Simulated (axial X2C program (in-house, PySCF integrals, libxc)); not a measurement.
**ZrH: EOM-IP-CCSD levels**

Aim: EOM-IP-CCSD levels of ZrH, with spin–orbit coupling in the Hamiltonian from the start.

Computed with an in-house X2C program for linear molecules on PySCF integrals. Level: two-component X2C with atomic mean-field terms, Zr dyall-acv3z, H dyall-av3z.

All values are calculated.

## (1) Set-up

Input file task.json:

```json
{"zs": [40, 1], "q": 0, "bas": ["dyall-acv3z", "dyall-av3z"], "r0": 1.86, "eom": "ip", "rq": -1, "thr": -2.0, "nmax": 95, "grid": [1, 0.96, 1.045, 0.92, 1.09, 1.15]}
```

Keys: zs atomic numbers; q charge; bas basis sets; r0 starting distance in Å; eom kind of EOM run; thr threshold in hartree for freezing inner shells (an s shell follows its p shell); nmax most natural virtual spinors; grid distances as factors.

Command:

```
python soeom.py task.json out
```

Further steps of the session: EOM-IP-CCSD at 1.909 Å.

Before running it: what results should come out? Wanted: next root led by one particle; T1 of the reference; lowest state, Re and ωe.

The runs gave:

```
                     quantity                           value
       lowest root at 1.909 Å               Ω = 1/2, 1.210 eV
next root led by one particle  Ω = 3/2, about 430 cm⁻¹ higher
          T1 of the reference                           0.051
      lowest state, Re and ωe              1.881 Å, 1569 cm⁻¹
```

**Reading.** Removing an electron from the reference determinant of ZrH⁻ costs 1.21 eV and empties a spinor of 58% Zr sσ, 23% Zr pσ, 9% H sσ. The closed-shell reference lies 0.62 eV above the lowest determinant found, so these energies count from an excited configuration. Errors of 0.1 to 0.3 eV are usual at this size, and roots led by higher excitations are left out, so the list is incomplete, and low states of that kind can be missing. T1 or the largest double amplitude of the reference is raised, which lowers the reliability. The bond is 0.066 Å shorter than in the closed-shell reference at CCSD (1.947 Å).
